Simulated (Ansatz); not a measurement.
# Mo2Cl3: the cost of one run

Program: Ansatz 0.2.0. Level of theory: DFT PBE, scalar-relativistic, plane waves, PAW. These are calculated values, not measurements.

### 1 The structure to begin with

It takes space group P-3m1 (No. 164, trigonal). The conventional cell has a = 4.268 Å, b = 4.268 Å, c = 6.641 Å, α = 90.00°, β = 90.00°, γ = 120.00°. Around Mo (site symmetry 3m) lie 7 Cl at 2.57 to 2.95 Å. Cl (site symmetry -3m) has 6 Mo at 2.95 Å as nearest neighbours. Cl (site symmetry 3m) has 4 Mo at 2.57 to 2.66 Å as nearest neighbours.

Structure file:

```xyz
5
Lattice="4.2682 0.0000 0.0000 -2.1341 3.6964 0.0000 0.0000 0.0000 6.6406" Properties=species:S:1:pos:R:3 pbc="T T T"
Mo    0.0000    2.4642    1.6270
Mo    2.1341    1.2321    5.0137
Cl    0.0000    0.0000    0.0000
Cl    0.0000    2.4642    4.2832
Cl    2.1341    1.2321    2.3574
```

(A quick probe on a coarse mesh, which set the mesh and smearing, is not shown.)

### 3 A loose first relaxation

Input file input.yaml:

```yaml
crystal:
  lattice:
    - [4.2682000139, 0.0, 0.0]
    - [-2.134100007, 3.6963696405, 0.0]
    - [0.0, 0.0, 6.64062591]
  atoms:
    - { symbol: Mo, position: [0.3333333333, 0.6666666667, 0.245], spin: 3.27 }
    - { symbol: Mo, position: [0.6666666667, 0.3333333333, 0.755], spin: 3.27 }
    - { symbol: Cl, position: [0.0, 0.0, 0.0], spin: 0.16 }
    - { symbol: Cl, position: [0.3333333333, 0.6666666667, 0.645], spin: 0.15 }
    - { symbol: Cl, position: [0.6666666667, 0.3333333333, 0.355], spin: 0.15 }
basis:
  ecutwfc: 420
kpoints:
  mp_grid: { grid: [6, 6, 4] }
hamiltonian:
  xc: pbe
scf:
  occupations: { method: gaussian, width: 0.1 }
  lower_state_search: "off"
output:
  forces: true
  stress: true
  eigenvalues: true
  populations: true
magnetization:
  spin_polarized: true
relax:
  adjacent_minimum: "off"
  f_tol: 0.04
  max_steps: 70
  cell: { stress_tol: 0.4 }
```

Run with:

```
$ ansatz run input.yaml --threads 1 --pin off --max-ram 2560MiB --backend cpu --events-out ev --progress --plain --runs-dir out
```

What time and memory should one allow on 1 thread of Intel Xeon 6975P-C (Granite Rapids), shared host?

About 4.2 min, with a peak of 0.51 GiB.
